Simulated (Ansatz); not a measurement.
# Co(NH2)2 (CoN₂H₄): the relaxed shape and its frontier levels

What does Co(NH2)2 (CoN₂H₄) look like as a quartet, and where do its frontier electrons sit?

Program: Ansatz 0.2.0, Gaussian basis. Level of theory: UKS PBE0-D4/def2-TZVP. These are calculated values, not measurements.

Levels to be run: relaxation at PBE0-D4/def2-TZVP; a search for the lowest solution at PBE0-D4/def2-SVP; a single point at PBE0-D4/def2-TZVP.

## (1) Where the work starts

7 atoms, charge 0, spin multiplicity 4.

Atoms are counted from 1 here; the program's logs count them from 0.

Bond lengths: Co1–N2 1.763 Å, Co1–N5 1.762 Å, N2–H3 1.014 Å, N2–H4 1.015 Å, N5–H6 1.015 Å, N5–H7 1.015 Å. Angles: N2–Co1–N5 179.9°, Co1–N2–H3 126.9°, Co1–N2–H4 127.5°, H3–N2–H4 105.6°, Co1–N5–H6 127.2°, Co1–N5–H7 127.3°, H6–N5–H7 105.5°.

As a file:

```csv
atom,x (Å),y (Å),z (Å)
Co1,0.0036,-0.0021,0.0003
N2,0.0053,-0.0177,1.7628
H3,0.0580,0.7866,2.3786
H4,-0.0589,-0.8257,2.3730
N5,-0.0019,0.0149,-1.7620
H6,0.8026,-0.0350,-2.3781
H7,-0.8086,0.0791,-2.3746
```

Formally the metal is d7. No spin-orbit coupling is included.

The start is a GFN2-xTB geometry.

## (2) Optimising with PBE0-D4/def2-TZVP

in.yaml

```yaml
crystal:
  periodic: [false, false, false]
  atoms:
    - {symbol: Co, position_ang: [0.003560, -0.002140, 0.000300]}
    - {symbol: N, position_ang: [0.005290, -0.017690, 1.762820]}
    - {symbol: H, position_ang: [0.058050, 0.786580, 2.378620]}
    - {symbol: H, position_ang: [-0.058940, -0.825680, 2.373010]}
    - {symbol: N, position_ang: [-0.001950, 0.014880, -1.762050]}
    - {symbol: H, position_ang: [0.802630, -0.035050, -2.378100]}
    - {symbol: H, position_ang: [-0.808640, 0.079090, -2.374600]}
basis:
  gaussian: {orbitals: def2-TZVP}
magnetization: {spin_polarized: true, initial_magnetization: 3}
hamiltonian: {xc: pbe0, dispersion: d4}
scf: {lower_state_search: "off"}
output: {orbitals: {seedname: orbitals}}
relax: {f_tol: 0.02, max_steps: 100}
```

Started as:

```console
$ ansatz run in.yaml --threads 2 --pin off --events-out ev --progress --plain --max-ram 4352MiB
```

Further steps of the session: Searching for the lowest solution, PBE0-D4/def2-SVP; Single point, PBE0-D4/def2-TZVP.

**Question.** What will the summary of the whole plan be? Wanted: point group; donor atoms of the metal; HOMO, LUMO at PBE0-D4/def2-TZVP; ⟨S²⟩; charge on the metal; spin on the metal; dipole at PBE0-D4/def2-TZVP.

As calculated:

```
                                         quantity             value
                                      point group               D2h
                         donor atoms of the metal  N 1.82, N 1.82 Å
HOMO, LUMO at PBE0-D4/def2-TZVP (over both spins)   -5.93, -2.17 eV
                                             ⟨S²⟩             3.761
charge on the metal (Mulliken, PBE0-D4/def2-TZVP)           +0.67 e
                     spin on the metal (Mulliken)              2.74
                      dipole at PBE0-D4/def2-TZVP            0.03 D
```

What this shows: The molecule keeps its bonding pattern by the stored test; the atoms moved 0.47 Å (rms). Of 3 unpaired electrons, 2.74 sit on the metal by Mulliken's count: the rest is spread on the ligands. The Mulliken charge of the metal, +0.67 e, depends on the basis and isn't its oxidation state. No usable vibrations, so a minimum isn't proven. The alpha HOMO lies nearest to N2, N5 about 34 % each; Co1 12 % and the alpha LUMO to Co1 31 %; 4 H atoms about 14 % each (shares on a coarse grid); over both spins the LUMO of beta spin, not drawn, take the frontier's place. Whether this spin is the lowest isn't tested here.
